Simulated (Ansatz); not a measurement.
LuSb, space group Fm-3m: an equation of state with a fit, run with the Python package of Ansatz (0.2.0).

Script `eos_lusb.py`:
```python
import warnings

import ansatz as az
import numpy as np
from pymatgen.analysis.eos import EOS

CUTOFF = 470
OCCUPATIONS = "Fermi-Dirac"
SIGMA = 0.05
MESH = (8, 8, 8)

vectors0 = np.array([
    [0.0, 3.03933, 3.03933],
    [3.03933, 0.0, 3.03933],
    [3.03933, 3.03933, 0.0],
])
sites = [
    ("Lu", [0.0, 0.0, 0.0]),
    ("Sb", [0.5, 0.5, 0.5]),
]


def make_crystal(cell):
    crystal = az.Crystal(lattice=az.Lattice.of(cell))
    for symbol, position in sites:
        crystal = crystal.atom(symbol, position)
    return crystal


def main() -> None:
    warnings.simplefilter("ignore", az.DeckWarning)

    volumes, energies = [], []
    for scale in np.linspace(0.88, 1.12, 7):
        cell = vectors0 * scale ** (1 / 3)
        setup = make_crystal(cell).calculation()
        setup = setup.functional(az.Functional.PBESOL)
        setup = setup.basis(CUTOFF).pseudopotentials("paw")
        setup = setup.occupations(OCCUPATIONS, width=SIGMA)
        setup = setup.kpoints(*MESH)
        rep = setup.run().report
        volumes.append(abs(np.linalg.det(cell)) / len(sites))
        energies.append(rep["free_energy_ev"] / len(sites))
        print(f"V = {volumes[-1]:8.4f} A^3/atom  F = {energies[-1]:.5f} eV/atom")

    for form in ["pourier_tarantola"]:
        fit = EOS(eos_name=form).fit(volumes, energies)
        print(f"{form:18s} V0 {fit.v0:8.4f} A^3/atom  B0 {fit.b0_GPa:7.1f} GPa  B1 {fit.b1:5.2f}")


if __name__ == "__main__":
    main()
```

Estimate the equilibrium volume and the bulk modulus.

A third-order Birch-Murnaghan fit through the 7 points (the script's own form differs a little) has its minimum at 26.97 Å³ an atom, 3.9 % below the typed cell, with a bulk modulus of 67 GPa. From that minimum the energy rises by 46.3 meV an atom on the compressed side and 121.3 meV on the expanded side.

The run itself:

```console
$ python eos_lusb.py
V =  24.7068 A^3/atom  F = -10510.76566 eV/atom
V =  25.8298 A^3/atom  F = -10510.80094 eV/atom
V =  26.9529 A^3/atom  F = -10510.81198 eV/atom
V =  28.0759 A^3/atom  F = -10510.80315 eV/atom
V =  29.1989 A^3/atom  F = -10510.77805 eV/atom
V =  30.3220 A^3/atom  F = -10510.73972 eV/atom
V =  31.4450 A^3/atom  F = -10510.69071 eV/atom
pourier_tarantola  V0  26.9775 A^3/atom  B0    67.6 GPa  B1  3.81
```

Caveats:
- Total energies depend on the potentials; only differences at equal settings carry meaning.
- The mesh is modest for a metal, so energies can be off by several to tens of meV an atom and pressures by half a GPa or more; differences at equal mesh fare better.
- This cell is a computed structure, which may not be the phase found in nature.
- It ran for 20 s on 1 thread of Arm Neoverse V1, with other jobs on the host, peak memory 0.5 GiB.
